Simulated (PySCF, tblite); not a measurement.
# C6H16OSi2: geometry, infrared bands and NMR shifts

Aim: predict the infrared bands and NMR shifts of C6H16OSi2 (`CC(C)[Si@H]([SiH3])C1COC1`).

Programs: tblite 0.8.0 and PySCF 2.14.0, with density-fitted response routines of our own. Each step states its level of theory. These are calculated values for one molecule in the gas phase, unless marked as measured. Atoms count from 0, in the outputs and in this text.

### Step 1. Starting geometry

25 atoms, charge 0, multiplicity 1; geometry from: force field or distance geometry start.

Bonds of the start (Å): C0–C1 1.50, C1–C2 1.54, C1–Si3 1.82, Si3–Si4 2.26, Si3–C5 1.82, C5–C6 1.49, C6–O7 1.41, O7–C8 1.41, C8–C5 1.50, C0–H9 1.12, C0–H10 1.10, C0–H11 1.10, C1–H12 1.11, C2–H13 1.10, C2–H14 1.14, C2–H15 1.12, Si3–H16 1.48, Si4–H17 1.47, Si4–H18 1.47, Si4–H19 1.46, C5–H20 1.12, C6–H21 1.11, C6–H22 1.10, C8–H23 1.11, C8–H24 1.09.

### Step 2. Optimising the geometry with GFN2-xTB

Job settings and geometry (Å):

```
{"job": {"kind": "relax", "xc": "GFN2-xTB", "basis": "xTB"}, "charge": 0, "multiplicity": 1}
C      1.470500    -1.073400     0.916800
C      1.440200    -0.140600    -0.259800
C      2.508900     0.931900     0.020400
Si    -0.152400     0.646400    -0.672200
Si    -0.497100     2.298200     0.825400
C     -1.642200    -0.407300    -0.694100
C     -1.520700    -1.887600    -0.749700
O     -2.775100    -1.916900    -0.098900
C     -2.313100    -0.781300     0.590000
H      2.445400    -0.909700     1.445000
H      0.697700    -0.903500     1.679200
H      1.495400    -2.106600     0.533600
H      1.809200    -0.687000    -1.158200
H      3.527100     0.517900    -0.018600
H      2.453400     1.687900    -0.824700
H      2.332800     1.449500     1.001700
H      0.012000     1.320200    -1.976600
H      0.296300     3.441000     0.339100
H     -1.915500     2.680200     0.810100
H     -0.084900     1.829800     2.149200
H     -2.360500    -0.046100    -1.479700
H     -1.590100    -2.291800    -1.778900
H     -0.788800    -2.388900    -0.096600
H     -3.182900    -0.142300     0.863400
H     -1.676300    -1.096000     1.421900
```

Command:

```bash
OMP_NUM_THREADS=1 python probes_run.py task.json out
```

This one command runs all jobs of the session in turn.

**Question.** This job is followed by: GFN2-xTB harmonic vibrations, gas phase; GIAO PBE0/pcSseg-1 NMR shielding, non-relativistic, gas phase. What will the session give for the following? strongest single infrared mode (GFN2-xTB); zero-point energy (GFN2-xTB); 13C shifts against TMS (PBE0/pcSseg-1); 1H shifts against TMS (PBE0/pcSseg-1, means over atoms taken as alike); 29Si shifts against TMS (PBE0/pcSseg-1); 17O shifts against H2O (PBE0/pcSseg-1).

**Answer**, as computed:

| quantity | value |
| --- | --- |
| strongest single infrared mode (GFN2-xTB) | 789 cm⁻¹, 442 km/mol |
| zero-point energy (GFN2-xTB) | 126.3 kcal/mol |
| 13C shifts against TMS (PBE0/pcSseg-1) | 76.5, 75.1, 22.2, 20.7, 19.1, 17.0 ppm |
| 1H shifts against TMS (PBE0/pcSseg-1, means over atoms taken as alike) | 5.26, 5.26, 4.71, 4.43, 4.25, 3.31, 2.45, 1.56, 1.46, 1.12 ppm |
| 29Si shifts against TMS (PBE0/pcSseg-1) | -33.4, -129.5 ppm |
| 17O shifts against H2O (PBE0/pcSseg-1) | 20.5 ppm |

**Reading.** Relaxing lowered the energy by 1.504 eV in 122 steps; the close pair that moved most is C1–Si3, from 1.824 to 1.921 Å. All 69 modes are real, so the xTB geometry is a minimum. The strongest single mode, at 789 cm⁻¹, is carried by H18, H17, H19. GFN2-xTB is a fitted tight-binding method: band positions and strengths are rough. Its intensities can rank the bands wrongly. At PBE0/pcSseg-1: Shielding is most anisotropic at O7 (span 103 ppm, paramagnetic term -83 ppm).
